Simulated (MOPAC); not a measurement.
# How the settings of MOPAC move a run on InP

Simulated with MOPAC 23.2.5. This is a test of settings. The cell was built from a prototype and was relaxed with r2SCAN in plane waves (Ansatz 0.2.0). Not every such cell is a known phase. All runs are without spin polarisation.

Space group F-43m (No. 216), cubic; conventional cell a = 5.908 Å, 25.77 Å³ an atom. Around In lie 4 P at 2.56 Å; around P lie 4 In at 2.56 Å.

The base run uses PM7 on a cluster of 64 atoms.

```
PM7 1SCF GRADIENTS AUX(PRECISION=6) THREADS=1
crystal as a cluster of 2x2x2 conventional cells

In 8.861363 1 0.000000 1 -8.861363 1
P 10.338257 1 1.476894 1 -7.384469 1
In 2.953788 1 0.000000 1 -8.861363 1
P 4.430681 1 1.476894 1 -7.384469 1
In 5.907575 1 2.953788 1 -8.861363 1
P 7.384469 1 4.430681 1 -7.384469 1
In 8.861363 1 5.907575 1 -8.861363 1
P 10.338257 1 7.384469 1 -7.384469 1
In 5.907575 1 0.000000 1 -5.907575 1
P 7.384469 1 1.476894 1 -4.430681 1
In 8.861363 1 2.953788 1 -5.907575 1
P 10.338257 1 4.430681 1 -4.430681 1
In 8.861363 1 0.000000 1 -2.953788 1
P 10.338257 1 1.476894 1 -1.476894 1
In 0.000000 1 2.953788 1 -8.861363 1
P 1.476894 1 4.430681 1 -7.384469 1
In 2.953788 1 5.907575 1 -8.861363 1
P 4.430681 1 7.384469 1 -7.384469 1
In 5.907575 1 8.861363 1 -8.861363 1
P 7.384469 1 10.338257 1 -7.384469 1
In 0.000000 1 0.000000 1 -5.907575 1
P 1.476894 1 1.476894 1 -4.430681 1
[... 28 lines left out ...]
In 0.000000 1 0.000000 1 0.000000 1
P 1.476894 1 1.476894 1 -10.338257 1
In 2.953788 1 2.953788 1 0.000000 1
P 4.430681 1 4.430681 1 -10.338257 1
In 5.907575 1 5.907575 1 0.000000 1
P 7.384469 1 7.384469 1 -10.338257 1
In 8.861363 1 8.861363 1 0.000000 1
P 10.338257 1 10.338257 1 -10.338257 1
In 0.000000 1 8.861363 1 -2.953788 1
P 1.476894 1 10.338257 1 -1.476894 1
In 0.000000 1 5.907575 1 0.000000 1
P 1.476894 1 7.384469 1 -10.338257 1
In 2.953788 1 8.861363 1 0.000000 1
P 4.430681 1 10.338257 1 -10.338257 1
Tv 11.815151 1 0.000000 1 0.000000 1
Tv 0.000000 1 0.000000 1 -11.815151 1
Tv 0.000000 1 11.815151 1 0.000000 1
```

Command: `mopac run.mop`. It took 5.3 s on 1 thread of Arm Neoverse V2 (shared host), peak memory 0.051 GiB.

It converged with a gap of 6.83 eV. MOPAC's gap is a Hartree-Fock orbital gap, usually far wider than a measured one, and its energy is the heat of formation.

Each further run moved one setting: CUTOFP (reach of the lattice sums in Å); method (Hamiltonian); CHARGE (charge of the cell); cluster (size of the cluster in conventional cells). Changes are from the base run, which isn't itself converged in every setting; energies of another Hamiltonian, functional, basis or charge aren't compared.

```tsv
setting	how it ended	gap change (eV)	energy change (meV/atom)	time (s)
CUTOFP = 10	converged	0.03	-28.2	2.4
method = MNDOD	refused	–	–	0.04
method = PM6-D3H4	converged	1.74	–	6.6
method = PM3	converged	-1.39	–	4.5
CHARGE = 2 (poor on purpose)	refused	–	–	0.03
cluster = 1x1x1 (poor on purpose)	refused	–	–	0.04
```

With method = MNDOD nothing was computed: the Hamiltonian has no parameters for an element here. With CHARGE = 2 nothing was computed: the program refuses a charged unit cell. With cluster = 1x1x1 nothing was computed: the program refuses so small a cluster.

The end of the log, shortened, for method = MNDOD:

```
    NO.       ATOM           X           Y           Z
  P: (MNDO/d): W.THIEL AND A.A.VOITYUK, J. PHYS. CHEM., 100, 616 (1996)
 DATA ARE NOT AVAILABLE FOR ELEMENT NO. 49
          SOME ELEMENTS HAVE BEEN SPECIFIED FOR WHICH
          NO PARAMETERS ARE AVAILABLE.  CALCULATION STOPPED.
          Parameters for some elements are missing
           Empirical Formula: In32 P32  =    64 atoms
 *     Error and normal termination messages reported in this calculation     *
 * Parameters for some elements are missing                                   *
 * JOB ENDED NORMALLY                                                         *
 TOTAL JOB TIME:             0.00 SECONDS
 == MOPAC DONE ==
```

Spin-orbit coupling is left out.
